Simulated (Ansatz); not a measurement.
Predict the output of the script below (the Python package of Ansatz (0.2.0)).

Script `brclfhosn_bde.py`:
```python
import ansatz as az


def energy_of(molecule, charge=0, unpaired=0):
    calc = (
        molecule.calculation()
        .basis(gaussian='def2-TZVP')
        .functional('pbe0', dispersion='d4')
    )
    if charge:
        calc = calc.charge(charge)
    if unpaired:
        calc = calc.spin('collinear', total=unpaired)
    return calc.run().report['free_energy_ev']

def without(molecule, index):
    rest = az.Crystal.molecule()
    for i, site in enumerate(molecule.cartesian_sites):
        if i != index:
            rest = rest.atom(site.symbol, site.position_ang)
    return rest


def main() -> None:
    geometry_ang = [
        ('O', (0.2125, -0.031, 1.6742)),
        ('Sn', (0.2007, -0.158, -0.3118)),
        ('F', (1.844, -0.9783, -0.8705)),
        ('Cl', (-1.5257, -1.4816, -1.0232)),
        ('Br', (0.017, 2.1239, -1.3693)),
        ('H', (-0.7064, 0.4609, 1.8543)),
    ]
    geometry = az.Crystal.molecule()
    for symbol, xyz in geometry_ang:
        geometry = geometry.atom(symbol, xyz)

    whole = energy_of(geometry, 0)
    hydrogen = energy_of(az.Crystal.molecule().atom('H', (0, 0, 0)), 0, 1)
    print(f'E(molecule) = {whole:.5f} eV, E(H) = {hydrogen:.5f} eV')
    for index in [5]:
        radical = energy_of(without(geometry, index), 0, 1)
        print(f'H{index}: homolysis {(radical + hydrogen - whole):.3f} eV')


if __name__ == '__main__':
    main()
```

Output of `python brclfhosn_bde.py`:
```text
E(molecule) = -93170.21781 eV, E(H) = -13.63389 eV
H5: homolysis 5.012 eV
```

Caveats:
- Total energies depend on the basis set; only differences at equal settings carry meaning.
- The geometry is a force-field or estimated start, not a minimum of this method, and the basis set is short of its limit. All parts are taken at fixed geometry, without zero-point energy.
- def2 sets replace the cores of elements past krypton by effective core potentials.
- The spin-orbit lowering of heavy atoms is left out.
- Finished in 80 s on 1 thread of Arm Neoverse V2 (shared host), peak memory 1.3 GiB.

(Lines on the test bed's own set-up are left out of the output.)
